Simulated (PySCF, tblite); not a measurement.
**CH₁₂N₄OSi₃: geometry, infrared bands and NMR shifts**

What infrared bands and NMR shifts should CH₁₂N₄OSi₃ (`N[SiH](N)N([SiH3])[SiH2]NC=O`) show?

The runs use tblite 0.8.0 and PySCF 2.14.0, with density-fitted response routines of our own; the level of theory stands in each step. All values are computed, except where a source is named. Atoms count from 0, in the outputs and in this text.

### 1 The molecule as given

21 atoms, charge 0, multiplicity 1; geometry from: force field or distance geometry start.

Bonds of the start (Å): N0–Si1 1.77, Si1–N2 1.76, Si1–N3 1.81, N3–Si4 1.80, N3–Si5 1.76, Si5–N6 1.79, N6–C7 1.43, C7–O8 1.24, N0–H9 1.07, N0–H10 1.05, Si1–H11 1.47, N2–H12 1.04, N2–H13 1.06, Si4–H14 1.49, Si4–H15 1.45, Si4–H16 1.47, Si5–H17 1.48, Si5–H18 1.46, N6–H19 1.05, C7–H20 1.08.

### 2 Geometry optimisation with GFN2-xTB

Job settings and geometry (Å):

```
{"job": {"kind": "relax", "xc": "GFN2-xTB", "basis": "xTB"}, "charge": 0, "multiplicity": 1}
N     -2.754500    -0.934300     0.582600
Si    -1.661200     0.178000    -0.246100
N     -2.108000     1.879100    -0.154100
N      0.042600     0.066700     0.343900
Si     0.185900    -0.924600     1.837600
Si     1.034800    -0.490700    -0.996600
N      2.741400     0.055500    -0.935600
C      3.266700     0.867600     0.119700
O      2.594000     1.269400     1.087200
H     -3.637600    -1.103200     0.011000
H     -3.026000    -0.636500     1.549000
H     -1.646800    -0.230000    -1.662800
H     -3.134000     2.054000    -0.207600
H     -1.576500     2.374500    -0.931400
H      0.609600    -0.003700     2.926800
H      1.136200    -1.984100     1.578800
H     -1.152600    -1.413900     2.191300
H      0.460500     0.019000    -2.259900
H      0.918600    -1.944400    -1.066100
H      3.387700    -0.244800    -1.705300
H      4.310200     1.163400     0.091700
```

On the command line:

```bash
$ OMP_NUM_THREADS=1 python probes_run.py task.json out
```

This one command runs all jobs of the session in turn.

**Question.** This job is followed by: GFN2-xTB harmonic vibrations, gas phase; GIAO PBE0/pcSseg-1 NMR shielding, non-relativistic, gas phase. What will the session give for the following? strongest single infrared mode (GFN2-xTB); zero-point energy (GFN2-xTB); ¹³C shifts against TMS (PBE0/pcSseg-1); ¹H shifts against TMS (PBE0/pcSseg-1, means over atoms taken as alike); ¹⁵N shifts against NH3 (PBE0/pcSseg-1, means over atoms taken as alike); ²⁹Si shifts against TMS (PBE0/pcSseg-1); ¹⁷O shifts against H2O (PBE0/pcSseg-1).

The runs gave:

```
                                                               quantity                                   value
                              strongest single infrared mode (GFN2-xTB)                   1017 cm⁻¹, 626 km/mol
                                           zero-point energy (GFN2-xTB)                           89.3 kcal/mol
                                 ¹³C shifts against TMS (PBE0/pcSseg-1)                               168.7 ppm
 ¹H shifts against TMS (PBE0/pcSseg-1, means over atoms taken as alike)  8.52, 5.19, 5.00, 4.84, 4.67, 1.18 ppm
¹⁵N shifts against NH3 (PBE0/pcSseg-1, means over atoms taken as alike)                   138.9, 39.7, 31.3 ppm
                                ²⁹Si shifts against TMS (PBE0/pcSseg-1)                 -33.3, -46.5, -64.7 ppm
                                 ¹⁷O shifts against H2O (PBE0/pcSseg-1)                               426.1 ppm
```

What this shows: Relaxing lowered the energy by 1.704 eV in 264 steps; the close pair that moved most is N6–C7, from 1.431 to 1.334 Å. No mode is imaginary among the 57: a minimum at this level. The strongest single mode, at 1017 cm⁻¹, moves mainly N3. Unscaled tight-binding wavenumbers are off by several per cent, some by more. Its intensities can rank the bands wrongly. At PBE0/pcSseg-1: Shielding is most anisotropic at O8 (span 683 ppm, paramagnetic term -495 ppm).
